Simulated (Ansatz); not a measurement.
# CH₈OSSi₂: up Jacob's ladder to CCSD(T)

The task here is to estimate one member of a computed series from the others.

Program: Ansatz 0.2.0, Gaussian basis. Level of theory: functionals in def2-TZVPP, the program's frozen cores in correlated methods. These are calculated values, not measurements.

Levels to be run: LDA (SPW92), PBE-D4, revPBE-D4, BLYP-D4, r2SCAN-D4, B97M-V, PBE0-D4, B3LYP-D4, r2SCANh-D4, r2SCAN0-D4, HSE06-D4, BHLYP-D4, CAM-B3LYP-D4, LC-ωPBE, ωB97X-V, ωB97M-V, B2PLYP, PBE-QIDH; CCSD(T)/def2-SVP; CCSD(T)/def2-TZVPP; MP2/def2-QZVPP; extrapolation to the limit; RPA on PBE.

## The relaxed structure

An earlier PBE0-D4 in a triple-zeta def2 set relaxation fixed the geometry.

SMILES `[SiH3]OCS[SiH3]`, 13 atoms, charge 0, spin multiplicity 1.

Atoms are counted from 1 here; the program's logs count them from 0.

Bond lengths: Si1–O2 1.651 Å, Si1–H6 1.479 Å, Si1–H7 1.488 Å, Si1–H8 1.489 Å, O2–C3 1.398 Å, C3–S4 1.813 Å, C3–H9 1.095 Å, C3–H10 1.096 Å, S4–Si5 2.135 Å, Si5–H11 1.483 Å, Si5–H12 1.484 Å, Si5–H13 1.488 Å. Angles: O2–Si1–H6 106.0°, O2–Si1–H7 110.8°, O2–Si1–H8 110.0°, H6–Si1–H7 110.6°, H6–Si1–H8 111.0°, H7–Si1–H8 108.4°, Si1–O2–C3 122.8°, O2–C3–S4 111.4°, O2–C3–H9 111.3°, O2–C3–H10 111.1°, S4–C3–H9 105.3°, S4–C3–H10 108.6°, H9–C3–H10 108.9°, C3–S4–Si5 98.0°, S4–Si5–H11 113.1°, S4–Si5–H12 105.8°, S4–Si5–H13 108.9°, H11–Si5–H12 109.3° and more.

The first run:

Contents of in.yaml:

```yaml
crystal:
  periodic: [false, false, false]
  atoms:
    - {symbol: Si, position_ang: [-1.314512, -1.299203, 1.247405]}
    - {symbol: O, position_ang: [-0.811725, -0.533919, -0.126850]}
    - {symbol: C, position_ang: [0.385555, -0.850568, -0.776169]}
    - {symbol: S, position_ang: [0.826684, 0.408073, -2.004295]}
    - {symbol: Si, position_ang: [0.921144, 2.085864, -0.687623]}
    - {symbol: H, position_ang: [-2.544461, -0.599204, 1.676603]}
    - {symbol: H, position_ang: [-1.594946, -2.736177, 0.980846]}
    - {symbol: H, position_ang: [-0.258962, -1.212918, 2.293513]}
    - {symbol: H, position_ang: [0.297167, -1.785532, -1.339260]}
    - {symbol: H, position_ang: [1.209752, -0.944676, -0.059641]}
    - {symbol: H, position_ang: [-0.416193, 2.601726, -0.306787]}
    - {symbol: H, position_ang: [1.661562, 3.138824, -1.425565]}
    - {symbol: H, position_ang: [1.659435, 1.692810, 0.542823]}
basis:
  gaussian: {orbitals: def2-TZVPP}
hamiltonian: {xc: lda}
output: {orbitals: {seedname: orbitals}}
```

Among the steps run: LDA; PBE-D4 (GGA); revPBE-D4 (GGA); BLYP-D4 (GGA); r2SCAN-D4 (meta-GGA); B97M-V (meta-GGA); PBE0-D4 (hybrid); B3LYP-D4 (hybrid); r2SCANh-D4 (hybrid); r2SCAN0-D4 (hybrid); HSE06-D4 (hybrid); BHLYP-D4 (hybrid); CAM-B3LYP-D4 (range-separated); LC-ωPBE (range-separated); ωB97X-V (range-separated); ωB97M-V (range-separated); B2PLYP (double hybrid); PBE-QIDH (double hybrid).

One table of the session follows, with a row left open; its other results are not shown here.

It belongs to the step «Frontier levels by functional». 

| functional | HOMO (eV) | gap (eV) |
| --- | --- | --- |
| LDA (SPW92) | -6.09 | 4.84 |
| PBE-D4 | -5.99 | 5.01 |
| revPBE-D4 | -5.94 | 5.09 |
| BLYP-D4 | -5.83 | 5.00 |
| r2SCAN-D4 | -6.25 | 5.62 |
| B97M-V | -6.42 | 5.55 |
| PBE0-D4 | -7.18 | 7.08 |
| B3LYP-D4 | -6.94 | 6.63 |
| r2SCANh-D4 | -6.69 | 6.37 |
| r2SCAN0-D4 | -7.35 | 7.47 |
| HSE06-D4 | -6.78 | 6.30 |
| BHLYP-D4 | ? | ? |
| CAM-B3LYP-D4 | -8.49 | 9.38 |
| LC-ωPBE | -9.89 | 11.95 |
| ωB97X-V | -9.54 | 11.44 |
| ωB97M-V | -9.38 | 10.98 |

Estimate the missing values for BHLYP-D4.

Worked estimate for «HOMO (eV)». Against the share of exact exchange, BLYP-D4 (0, -5.83), B3LYP-D4 (0.2, -6.94) give a slope of -5.55 per unit share; at 0.5 the line stands at -8.60.

As computed: HOMO (eV): -8.24; gap (eV): 9.01. In «HOMO (eV)» the line misses by -0.36.
